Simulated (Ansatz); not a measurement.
# BN (F-43m): calculation of the elastic constants, by script

All numbers are computed with Ansatz 0.2.0, driven from Python. Level of theory: DFT PBE, plane waves, PAW.

## (1) The structure

It takes space group F-43m (No. 216, cubic). The conventional cell has a = 3.615 Å, b = 3.615 Å, c = 3.615 Å, α = 90.00°, β = 90.00°, γ = 90.00°. B (site symmetry -43m) has 4 N at 1.57 Å as nearest neighbours. N (site symmetry -43m) is surrounded by 4 B at 1.57 Å.

No structure file is read: the coordinates are typed or built in the script.

## (2) The code

elastic.py reads:

```python
# -*- coding: utf-8 -*-
"""Elastic constants of BN."""

from dataclasses import replace

import ansatz as az
import numpy as np

cell = (
    az.Lattice.of((0.0, 1.8075, 1.8075), (1.8075, 0.0, 1.8075), (1.8075, 1.8075, 0.0))
    .atom("B", (0.0, 0.0, 0.0))
    .atom("N", (0.25, 0.25, 0.25))
)

calculation = cell.calculation()
calculation = calculation.basis(320, density_ratio=6)
calculation = calculation.scf(tolerance=1e-08)
calculation = calculation.occupations("Fixed")
calculation = calculation.functional("pbe").kpoints(11, 11, 11)
# relax, then strain
rest = calculation.relax(cell=True).run(threads=1).lattice
relaxed = az.Crystal(lattice=az.Lattice.of(rest.cell_ang))
for site in rest.sites:
    relaxed = relaxed.atom(site.symbol, site.position_frac)
calculation = replace(calculation, crystal=relaxed)
print("relaxed volume {:.3f} A^3".format(abs(np.linalg.det(rest.cell_ang))))
out = calculation.elastic("relaxed_ion", amplitude=0.005).run(threads=1)
elastic = out.elastic

C = np.asarray(elastic.c_gpa)
for i in range(6):
    for j in range(i, 6):
        if abs(C[i, j]) > 0.05:
            print(f"C{i + 1}{j + 1} = {C[i, j]:.1f} GPa")
print("smallest eigenvalue of C:", round(elastic.stability.min_eigenvalue_gpa, 1), "GPa; stable:", elastic.stability.stable)
# averaged moduli need a positive definite tensor
if elastic.stability.min_eigenvalue_gpa > 0:
    m = elastic.moduli
    anisotropy = 5 * m.g_voigt_gpa / m.g_reuss_gpa + m.k_voigt_gpa / m.k_reuss_gpa - 6
    print(f"Voigt K {m.k_voigt_gpa:.1f} G {m.g_voigt_gpa:.1f}; Reuss K {m.k_reuss_gpa:.1f} G {m.g_reuss_gpa:.1f}; universal anisotropy index {anisotropy:.3f}")
    S = np.linalg.inv(elastic.c_gpa)
    print("Young modulus along x, y, z (GPa):", np.round(1 / np.diag(S)[:3], 1))
    print("linear compressibility along x, y, z (1/TPa):", np.round(1000 * S[:3, :3].sum(axis=1), 2))
```

## (3) The input behind the calls

The package turns the script's settings into the engine's input (first run):

```yaml
crystal:
  lattice:
    - [0.0, 1.8075, 1.8075]
    - [1.8075, 0.0, 1.8075]
    - [1.8075, 1.8075, 0.0]
  atoms:
    - { symbol: B, position: [0.0, 0.0, 0.0] }
    - { symbol: "N", position: [0.25, 0.25, 0.25] }
basis:
  ecutwfc: 320.0
  ecutrho_ratio: 6
kpoints:
  mp_grid:
    grid: [11, 11, 11]
hamiltonian:
  xc: pbe
scf:
  convergence:
    dr2_threshold: 1.0e-08
  occupations:
    method: fixed
relax:
  cell: {}
```

## (4) Launch

On the command line:

```bash
$ python elastic.py
```

Q: Estimate wall time and peak memory on 1 thread of Arm Neoverse V1, shared host.

About 27 s, with a peak of 0.38 GiB.
